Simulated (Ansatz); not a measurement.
Wanted: the native input for an Ansatz 0.2.0 run.

| Item | Value |
| --- | --- |
| Task | projected density of states |
| Functional | RPBE |
| Potentials or basis | Ansatz PAW |
| Cutoff | 420 eV (not typed: the program's choice for these potentials) |
| k mesh | 5 × 5 × 5 |
| Occupations | fermi-dirac, width 0.05 eV |
| Spin | no spin polarisation |

CaIrN2:

```
Ir Ca N
1.0
     1.64885    0.95196    5.00940
    -1.64885    0.95196    5.00940
     0.00000   -1.90393    5.00940
Ir Ca N
1 1 2
Cartesian
  0.0000 0.0000 7.5141
  0.0000 0.0000 0.0000
  0.0000 0.0000 3.4697
  0.0000 0.0000 11.5585
```

The cell comes from a database or a generator and needn't be the stable form of this composition.

These files were run (other wordings do the same):

input.yaml

```yaml
crystal:
  lattice:
    - [1.6488500006, 0.9519639917, 5.0094002244]
    - [-1.6488500006, 0.9519639917, 5.0094002244]
    - [0.0, -1.9039279834, 5.0094002244]
  atoms:
    - { symbol: Ir, position: [0.5, 0.5, 0.5] }
    - { symbol: Ca, position: [0.0, 0.0, 0.0] }
    - { symbol: "N", position: [0.230881, 0.230881, 0.230881] }
    - { symbol: "N", position: [0.769119, 0.769119, 0.769119] }
hamiltonian:
  xc: rpbe
  pseudopotentials: { kind: paw }
kpoints:
  mp_grid: { grid: [5, 5, 5] }
scf:
  occupations: { method: fermi_dirac, width: 0.05 }
  n_extra_bands: 10
output:
  forces: true
  stress: true
  eigenvalues: true
  dos: { projected: true, de: 0.05, nscf_kmesh: { grid: [8, 8, 8] } }
  write_density: true
  write_potential: true
  elf: true
  volumetric_format: npy
```

Potentials or basis: Ansatz PAW.

Run with:

```bash
$ ansatz run input.yaml --threads 2 --pin off --max-ram 5632MiB --backend cpu --events-out ev --progress --plain --runs-dir out
```

It gave:

- Pressure: 2.6 GPa
- Largest force: 0.047 eV/Å
- Band gap on the k mesh: none (metal or under the smearing width)
- Density of states at the Fermi level: 3.05 states/eV per cell

Caveat: the k mesh is coarse (spacing up to 0.45 Å⁻¹), so the values aren't converged; the pressure holds a Pulay correction of +0.4 GPa for the finite cutoff; the PAW data sets come from PBE, with cores solved anew for the run's functional, which leaves a small shift of forces and pressure; the density of states is complete only up to the lowest level of the last band computed.

Run time: 2.1 s on 2 threads of Intel(R) Xeon(R) Platinum 8259CL CPU @ 2.50GHz (Skylake/Cascade Lake), on a shared host, peak memory 0.4 GiB.
